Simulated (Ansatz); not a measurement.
# V: the cost of one run

Method: DFT PBE, scalar-relativistic, plane waves, PAW, in Ansatz 0.2.0.

2 further runs of the same task are left out: 1 that didn't finish, 1 set aside as unsound or not needed.

### 1 The system as given

It takes space group P4/mmm (No. 123, tetragonal). Conventional cell: a = 3.229 Å, b = 3.229 Å, c = 14.000 Å, α = 90.00°, β = 90.00°, γ = 90.00°. V (site symmetry 4/mmm) is surrounded by 4 V at 3.23 Å.

As a file:

```cif
data_structure
_symmetry_space_group_name_H-M 'P4/mmm'
_symmetry_Int_Tables_number 123
_cell_length_a 3.2290
_cell_length_b 3.2290
_cell_length_c 14.0000
_cell_angle_alpha 90.000
_cell_angle_beta 90.000
_cell_angle_gamma 90.000
_cell_volume 145.97
loop_
_atom_site_label
_atom_site_type_symbol
_atom_site_symmetry_multiplicity
_atom_site_Wyckoff_symbol
_atom_site_fract_x
_atom_site_fract_y
_atom_site_fract_z
_atom_site_occupancy
V1 V 1 b 0.00000 0.00000 0.50000 1
```

A structure generator made this guess: random sheet by layer group and Wyckoff sites. Lengths come from tabulated atomic sizes and are only a guess.

It is a sheet, periodic along a and b, with vacuum along c; volumes and pressures of the box carry no meaning, and space groups named for it are those of the box.

### 2 The guess as it stands, on a coarse mesh

File input.yaml:

```yaml
crystal:
  lattice:
    - [3.229004, 0.0, 0.0]
    - [0.0, 3.229004, 0.0]
    - [0.0, 0.0, 14.0]
  atoms:
    - { symbol: V, position: [0.0, 0.0, 0.5], spin: 2.0 }
  periodic: [true, true, false]
basis:
  ecutwfc: 420
kpoints:
  mp_grid: { grid: [6, 6, 1] }
hamiltonian:
  xc: pbe
scf:
  occupations: { method: gaussian, width: 0.1 }
  lower_state_search: "off"
output:
  forces: true
  stress: true
  eigenvalues: true
  populations: true
magnetization:
  spin_polarized: true
```

Launch:

```
> ansatz run input.yaml --threads 1 --pin off --max-ram 2048MiB --backend cpu --events-out ev --progress --plain --runs-dir out
```

Q: Estimate wall time and peak memory on 1 thread of AMD EPYC 7B13 (Zen 3), shared host.

About 4.6 s, with a peak of 0.48 GiB.
